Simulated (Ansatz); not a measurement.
Born–Oppenheimer molecular dynamics of a periodic cell of 39 atoms, Cu₈Ag₇F₂₄ (host CuAgF3, host structure P-1, one Ag atom removed). It starts from an unrelaxed structure (largest force component 0.90 eV/Å).

Computed with Ansatz, DFT LDA, scalar-relativistic, plane waves, PAW. Settings: cutoff 420 eV, k mesh 1x1x1, fermi-dirac smearing 0.05 eV, no spin polarisation.

| Item | Value |
| --- | --- |
| ensemble | NVT, Nosé–Hoover chain |
| time step | 2 fs |
| steps asked | 200 |
| set temperature | 1200 K |
| thermostat | time constant 200 fs, chain length 5 |
| seed | 648301 |

Frames 4 fs apart, positions in Å.

Velocities at 200 fs (Å/ps):

```
Cu -3.96 -3.96 -0.94
Cu -0.54 -0.08 0.62
Cu -0.84 -0.52 0.12
Cu -4.68 0.77 0.70
Ag -2.20 3.47 1.20
Ag 0.54 0.63 -2.23
Ag 3.93 -2.67 -2.66
Ag -2.09 1.94 -2.74
F -1.62 0.70 -7.72
F -10.09 6.75 5.01
F 3.17 6.72 4.69
F -9.30 1.91 4.54
F -0.07 2.82 4.30
F 12.94 -3.22 -0.76
F 2.33 12.08 -0.87
F 7.43 -2.42 0.43
F 4.80 3.01 -3.66
F 3.40 -3.83 3.30
F -1.74 -1.23 0.25
F -2.27 6.46 4.28
Cu 0.38 -2.02 -9.05
Cu 0.28 3.54 -2.28
Cu 5.14 -1.03 0.97
Cu 3.04 -5.26 -3.48
Ag 1.48 -0.71 0.52
Ag 0.73 -0.79 0.47
Ag -1.55 0.16 -1.95
F 2.59 -2.68 1.97
F -7.10 -4.91 3.85
F 1.25 7.78 5.43
F -8.76 1.89 8.90
F 6.61 -5.06 5.50
F 1.73 -0.24 8.48
F -6.44 4.95 4.32
F 12.26 2.34 7.01
F 3.69 -1.34 5.41
F -1.76 -7.96 6.00
F -8.39 -1.97 10.84
F -5.46 -5.43 5.01
```

```xyz
39
Lattice="-5.8755 -5.7740 0.0000 5.6415 -5.7740 0.0000 0.0370 0.0764 8.1999" Properties=species:S:1:pos:R:3 time_fs=200 energy_less_start_eV=3.499 T=699
Cu -0.231 -2.631 -0.250
Cu 2.694 -5.677 -0.310
Cu -0.399 -2.619 3.927
Cu 2.203 -5.595 3.800
Ag 3.328 -2.592 6.608
Ag -2.236 -9.189 2.239
Ag -0.162 -5.931 6.738
Ag 0.071 -5.835 1.096
F -1.466 -7.283 8.655
F 1.107 -3.926 -0.371
F -1.725 -10.201 0.165
F 1.697 -1.462 8.370
F -1.862 -7.252 4.360
F 1.091 -3.990 3.776
F 4.978 -4.146 3.734
F -4.784 -7.314 4.128
F -0.374 -2.477 6.121
F 0.456 -8.286 2.734
F 2.746 -5.064 5.793
F -3.344 -5.807 2.238
Cu -0.102 -8.968 -0.024
Cu -3.133 -5.944 0.206
Cu 0.113 -8.456 4.541
Cu -2.924 -5.758 4.363
Ag -2.838 -2.682 2.186
Ag 5.119 -5.241 5.619
Ag -5.697 -6.464 2.145
F -1.194 -1.112 8.124
F 1.013 -10.480 -0.105
F -1.993 -4.633 -0.354
F 1.489 -7.241 8.549
F 3.722 -6.971 3.848
F -3.946 -4.276 4.560
F -1.586 -4.006 3.971
F 0.923 -6.889 4.673
F -0.274 -8.354 6.291
F -0.580 -3.035 1.488
F -2.905 -6.172 6.412
F 2.115 -5.144 1.846
39
Lattice="-5.8755 -5.7740 0.0000 5.6415 -5.7740 0.0000 0.0370 0.0764 8.1999" Properties=species:S:1:pos:R:3 time_fs=204 energy_less_start_eV=3.543 T=697
Cu -0.246 -2.648 -0.255
Cu 2.692 -5.677 -0.307
Cu -0.401 -2.623 3.929
Cu 2.184 -5.590 3.803
Ag 3.319 -2.578 6.613
Ag -2.234 -9.187 2.230
Ag -0.146 -5.941 6.726
Ag 0.062 -5.826 1.086
F -1.471 -7.283 8.623
F 1.066 -3.902 -0.352
F -1.713 -10.173 0.181
F 1.655 -1.456 8.391
F -1.862 -7.240 4.376
F 1.142 -4.004 3.774
F 4.987 -4.098 3.734
F -4.756 -7.321 4.128
F -0.353 -2.463 6.107
F 0.471 -8.300 2.745
F 2.740 -5.071 5.795
F -3.352 -5.780 2.255
Cu -0.100 -8.976 -0.059
Cu -3.131 -5.929 0.196
Cu 0.133 -8.461 4.542
Cu -2.912 -5.779 4.349
Ag -2.833 -2.685 2.188
Ag 5.122 -5.245 5.621
Ag -5.703 -6.464 2.137
F -1.189 -1.119 8.132
F 0.983 -10.497 -0.089
F -1.984 -4.601 -0.328
F 1.456 -7.236 8.581
F 3.748 -6.990 3.869
F -3.942 -4.278 4.594
F -1.612 -3.986 3.987
F 0.975 -6.874 4.703
F -0.258 -8.361 6.314
F -0.586 -3.066 1.514
F -2.939 -6.178 6.452
F 2.096 -5.170 1.867
39
Lattice="-5.8755 -5.7740 0.0000 5.6415 -5.7740 0.0000 0.0370 0.0764 8.1999" Properties=species:S:1:pos:R:3 time_fs=208 energy_less_start_eV=3.670 T=678
Cu -0.260 -2.667 -0.262
Cu 2.690 -5.676 -0.302
Cu -0.401 -2.628 3.934
Cu 2.167 -5.584 3.808
Ag 3.308 -2.566 6.617
Ag -2.233 -9.183 2.221
Ag -0.131 -5.951 6.714
Ag 0.052 -5.816 1.077
F -1.474 -7.286 8.590
F 1.026 -3.888 -0.336
F -1.702 -10.144 0.192
F 1.609 -1.454 8.415
F -1.859 -7.230 4.390
F 1.187 -4.021 3.776
F 4.994 -4.055 3.741
F -4.732 -7.320 4.127
F -0.331 -2.449 6.093
F 0.492 -8.314 2.753
F 2.735 -5.081 5.800
F -3.355 -5.752 2.272
Cu -0.099 -8.982 -0.090
Cu -3.128 -5.914 0.185
Cu 0.154 -8.466 4.538
Cu -2.903 -5.799 4.335
Ag -2.828 -2.689 2.189
Ag 5.125 -5.249 5.624
Ag -5.709 -6.463 2.129
F -1.195 -1.118 8.140
F 0.951 -10.511 -0.072
F -1.969 -4.569 -0.294
F 1.429 -7.237 8.605
F 3.774 -7.006 3.888
F -3.943 -4.284 4.629
F -1.636 -3.966 4.001
F 1.029 -6.852 4.737
F -0.240 -8.371 6.338
F -0.591 -3.093 1.545
F -2.973 -6.181 6.486
F 2.081 -5.201 1.888
39
Lattice="-5.8755 -5.7740 0.0000 5.6415 -5.7740 0.0000 0.0370 0.0764 8.1999" Properties=species:S:1:pos:R:3 time_fs=212 energy_less_start_eV=3.850 T=647
Cu -0.274 -2.688 -0.269
Cu 2.688 -5.674 -0.296
Cu -0.397 -2.636 3.941
Cu 2.152 -5.576 3.813
Ag 3.296 -2.554 6.621
Ag -2.232 -9.179 2.212
Ag -0.115 -5.960 6.701
Ag 0.041 -5.804 1.069
F -1.475 -7.293 8.557
F 0.989 -3.886 -0.323
F -1.694 -10.114 0.198
F 1.561 -1.450 8.442
F -1.851 -7.223 4.402
F 1.224 -4.037 3.781
F 4.997 -4.016 3.755
F -4.714 -7.315 4.123
F -0.306 -2.433 6.080
F 0.518 -8.325 2.755
F 2.733 -5.094 5.809
F -3.355 -5.724 2.288
Cu -0.097 -8.989 -0.117
Cu -3.127 -5.898 0.174
Cu 0.176 -8.471 4.530
Cu -2.897 -5.816 4.322
Ag -2.823 -2.693 2.191
Ag 5.128 -5.255 5.627
Ag -5.714 -6.461 2.120
F -1.211 -1.111 8.148
F 0.917 -10.520 -0.056
F -1.949 -4.537 -0.255
F 1.408 -7.246 8.620
F 3.798 -7.019 3.905
F -3.950 -4.296 4.663
F -1.659 -3.949 4.013
F 1.082 -6.828 4.776
F -0.220 -8.383 6.355
F -0.595 -3.117 1.577
F -3.006 -6.180 6.512
F 2.073 -5.239 1.909
39
Lattice="-5.8755 -5.7740 0.0000 5.6415 -5.7740 0.0000 0.0370 0.0764 8.1999" Properties=species:S:1:pos:R:3 time_fs=216 energy_less_start_eV=3.968 T=629
Cu -0.290 -2.707 -0.276
Cu 2.688 -5.672 -0.289
Cu -0.390 -2.645 3.950
Cu 2.141 -5.568 3.819
Ag 3.283 -2.544 6.625
Ag -2.231 -9.175 2.202
Ag -0.100 -5.969 6.686
Ag 0.029 -5.791 1.062
F -1.474 -7.302 8.523
F 0.960 -3.900 -0.314
F -1.690 -10.086 0.198
F 1.512 -1.443 8.472
F -1.836 -7.222 4.411
F 1.250 -4.048 3.789
F 4.995 -3.985 3.775
F -4.701 -7.306 4.117
F -0.281 -2.417 6.069
F 0.552 -8.332 2.751
F 2.734 -5.109 5.821
F -3.350 -5.696 2.301
Cu -0.096 -8.995 -0.138
Cu -3.126 -5.883 0.164
Cu 0.199 -8.474 4.521
Cu -2.896 -5.830 4.309
Ag -2.819 -2.697 2.193
Ag 5.131 -5.262 5.630
Ag -5.719 -6.460 2.111
F -1.237 -1.100 8.155
F 0.885 -10.527 -0.039
F -1.924 -4.506 -0.210
F 1.393 -7.261 8.628
F 3.821 -7.027 3.919
F -3.960 -4.313 4.697
F -1.679 -3.933 4.023
F 1.131 -6.807 4.817
F -0.199 -8.395 6.360
F -0.598 -3.137 1.609
F -3.038 -6.175 6.529
F 2.071 -5.281 1.928
```

Of the whole run (400 fs, mean temperature of the second half 960 K): The conserved energy stayed within 0.14 meV per atom of its start (net change 0.06 meV per atom), so the integration is sound. The mean temperature of the second half is 20 % below the set value. A run of 0.4 ps of so small a system gives no equilibrium averages. Limits of this set-up: coarse k mesh, odd electron count without spin, no spin, though dangling bonds at a vacancy may carry it, a small cell, in which the defect meets its images.

The run took 17 min on 2 threads of Arm Neoverse V1, with other jobs on the host, peak memory 0.75 GiB.
